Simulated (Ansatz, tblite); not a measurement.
# Al7P8 zinc blende ring disc (Al7P8H24+): a ladder of methods and basis sets

An exercise on one series of results from a longer session: the logs are not shown, and one member is left open.

Method: as each input shows; program: Ansatz 0.2.0, Gaussian basis.

Levels to be run: GFN1-xTB, GFN2-xTB, PBE-D4/def2-TZVP, r2SCAN-D4/def2-TZVP, HSE06-D4/def2-TZVP, LC-ωPBE/def2-TZVP, HF/def2-TZVP, PBE+5HF/def2-SVP, PBE+10HF/def2-SVP, PBE+15HF/def2-SVP, PBE+35HF/def2-SVP, PBE+50HF/def2-SVP, PBE-D4/def2-SVP, PBE0-D4/def2-SVP, HF/STO-3G, HF/6-31G, B3LYP-D4/6-31G, MP2/def2-SVP, RPA/def2-SVP.

## The geometry

The geometry is that of the singlet, from an earlier relaxation (r2SCAN-D4/def2-SVP).

39 atoms, charge 1, spin multiplicity 1.

Bond lengths: Al1–P8 2.399 Å, Al1–P9 2.400 Å, Al1–P10 2.435 Å, Al1–H16 1.579 Å, Al2–P9 2.478 Å, Al2–P11 2.443 Å, Al2–H17 1.585 Å, Al2–H18 1.582 Å, Al3–P8 2.473 Å, Al3–P12 2.441 Å, Al3–H19 1.583 Å, Al3–H20 1.585 Å, Al4–P10 2.413 Å, Al4–P11 2.339 Å, Al4–P12 2.339 Å, Al4–P13 2.413 Å, Al5–P12 2.443 Å, Al5–P14 2.477 Å and more. Angles: P8–Al1–P9 106.7°, P8–Al1–P10 99.5°, P8–Al1–H16 117.6°, P9–Al1–P10 99.5°, P9–Al1–H16 117.4°, P10–Al1–H16 113.2°, P9–Al2–P11 103.0°, P9–Al2–H17 104.5°, P9–Al2–H18 104.6°, P11–Al2–H17 107.0°, P11–Al2–H18 107.4°, H17–Al2–H18 127.7°, P8–Al3–P12 102.6°, P8–Al3–H19 103.7°, P8–Al3–H20 105.4°, P12–Al3–H19 107.1°, P12–Al3–H20 107.6°, H19–Al3–H20 127.8° and more.

The ion is computed in the gas phase, without counter-ions or solvent.

PBE0-D4/def2-TZVP was run before; its log isn't repeated, and its numbers join the tables.

Set-up of the first run:

Tight binding, by tblite at 300 K electronic temperature and without a spin-polarisation term:

```python
tblite.interface.Calculator('GFN1-xTB', numbers, positions, charge=1, uhf=0).singlepoint()
```

Tight binding, by tblite at 300 K electronic temperature and without a spin-polarisation term:

```python
tblite.interface.Calculator('GFN2-xTB', numbers, positions, charge=1, uhf=0).singlepoint()
```

start.molden holds the orbitals of an earlier run on this state, given as this run's starting guess.

Contents of in.yaml:

```yaml
crystal:
  periodic: [false, false, false]
  atoms:
    - {symbol: Al, position_ang: [-2.903328, -2.912713, 1.246907]}
    - {symbol: Al, position_ang: [-3.154155, 0.394585, -1.654721]}
    - {symbol: Al, position_ang: [0.332140, -3.100589, -1.679471]}
    - {symbol: Al, position_ang: [-0.000254, 0.000571, 0.924090]}
    - {symbol: Al, position_ang: [3.148672, -0.388831, -1.654687]}
    - {symbol: Al, position_ang: [-0.339946, 3.106751, -1.680830]}
    - {symbol: Al, position_ang: [2.907443, 2.909077, 1.245884]}
    - {symbol: P, position_ang: [-1.340189, -4.084473, -0.145397]}
    - {symbol: P, position_ang: [-4.068843, -1.367819, -0.172707]}
    - {symbol: P, position_ang: [-1.377237, -1.371354, 2.354363]}
    - {symbol: P, position_ang: [-1.415842, 1.421798, -0.279536]}
    - {symbol: P, position_ang: [1.416064, -1.421899, -0.277302]}
    - {symbol: P, position_ang: [1.374549, 1.374961, 2.354047]}
    - {symbol: P, position_ang: [4.076237, 1.354967, -0.160613]}
    - {symbol: P, position_ang: [1.352712, 4.077521, -0.158897]}
    - {symbol: H, position_ang: [-3.767735, -3.765539, 2.255878]}
    - {symbol: H, position_ang: [-4.327708, 1.452330, -1.785296]}
    - {symbol: H, position_ang: [-2.431242, -0.398537, -2.817378]}
    - {symbol: H, position_ang: [-0.546840, -2.322397, -2.742037]}
    - {symbol: H, position_ang: [1.386320, -4.253301, -1.947819]}
    - {symbol: H, position_ang: [2.417648, 0.422333, -2.800079]}
    - {symbol: H, position_ang: [4.317165, -1.448710, -1.809364]}
    - {symbol: H, position_ang: [-1.393582, 4.265719, -1.923873]}
    - {symbol: H, position_ang: [0.521028, 2.335477, -2.762559]}
    - {symbol: H, position_ang: [3.768311, 3.765858, 2.254503]}
    - {symbol: H, position_ang: [-2.136858, -5.001653, -0.883647]}
    - {symbol: H, position_ang: [-0.728573, -5.014469, 0.738700]}
    - {symbol: H, position_ang: [-4.943268, -2.182410, -0.942796]}
    - {symbol: H, position_ang: [-5.040049, -0.801431, 0.697454]}
    - {symbol: H, position_ang: [-2.102211, -0.555808, 3.263750]}
    - {symbol: H, position_ang: [-0.566757, -2.086106, 3.276310]}
    - {symbol: H, position_ang: [-2.091580, 2.125813, 0.759767]}
    - {symbol: H, position_ang: [2.093037, -2.127329, 0.760152]}
    - {symbol: H, position_ang: [2.094902, 0.561490, 3.268950]}
    - {symbol: H, position_ang: [0.562087, 2.094456, 3.270516]}
    - {symbol: H, position_ang: [5.033599, 0.777330, 0.717427]}
    - {symbol: H, position_ang: [4.965384, 2.162178, -0.921536]}
    - {symbol: H, position_ang: [0.752319, 5.021335, 0.718306]}
    - {symbol: H, position_ang: [2.156570, 4.980811, -0.906467]}
basis:
  gaussian: {orbitals: def2-TZVP, fitting: {mean_field: def2-universal-jkfit}, initial_orbitals: start.molden}
total_charge: 1
hamiltonian: {xc: pbe, dispersion: d4}
scf: {omitted_lower_state_checks: [starts]}
output: {forces: true, orbitals: {seedname: orbitals}}
```

Launch:

```bash
ansatz run in.yaml --threads 2 --pin off --events-out ev --progress --plain --max-ram 32768MiB --backend cuda --devices 0, --max-vram 18GiB
```

Among the steps run: PBE-D4/def2-TZVP; r2SCAN-D4/def2-TZVP; HSE06-D4/def2-TZVP; LC-ωPBE/def2-TZVP; HF/def2-TZVP; PBE+5HF/def2-SVP; PBE+10HF/def2-SVP; PBE+15HF/def2-SVP; PBE+35HF/def2-SVP; PBE+50HF/def2-SVP; PBE-D4/def2-SVP; PBE0-D4/def2-SVP; HF/STO-3G; HF/6-31G; B3LYP-D4/6-31G; MP2/def2-SVP; RPA/def2-SVP.

One table of the session follows, with a row left open; its other results are not shown here.

It belongs to the step «Levels side by side». 

| level | HOMO (eV) | gap (eV) |
| --- | --- | --- |
| HF/STO-3G | -9.82 | 14.52 |
| HF/6-31G | -12.91 | 11.82 |
| HF/def2-TZVP | -12.91 | 11.67 |
| PBE-D4/def2-SVP | -9.26 | 4.28 |
| PBE-D4/def2-TZVP | -9.31 | 4.15 |
| r2SCAN-D4/def2-TZVP | -9.60 | 4.58 |
| B3LYP-D4/6-31G | -10.29 | 6.27 |
| PBE0-D4/def2-SVP | -10.48 | 6.25 |
| PBE0-D4/def2-TZVP | -10.48 | 6.10 |
| HSE06-D4/def2-TZVP | -10.09 | 5.34 |
| LC-ωPBE/def2-TZVP | -12.99 | 10.62 |
| PBE+5HF/def2-SVP | -9.50 | 4.67 |
| PBE+10HF/def2-SVP | -9.74 | 5.07 |
| PBE+15HF/def2-SVP | -9.99 | 5.46 |
| PBE+35HF/def2-SVP | ? | ? |
| PBE+50HF/def2-SVP | -11.66 | 8.14 |

**Question.** Estimate the row for PBE+35HF/def2-SVP.

The run gave: HOMO (eV): -10.95; gap (eV): 7.02. In the column «HOMO (eV)» it lies between PBE+50HF/def2-SVP (-11.66) and PBE0-D4/def2-SVP (-10.48).
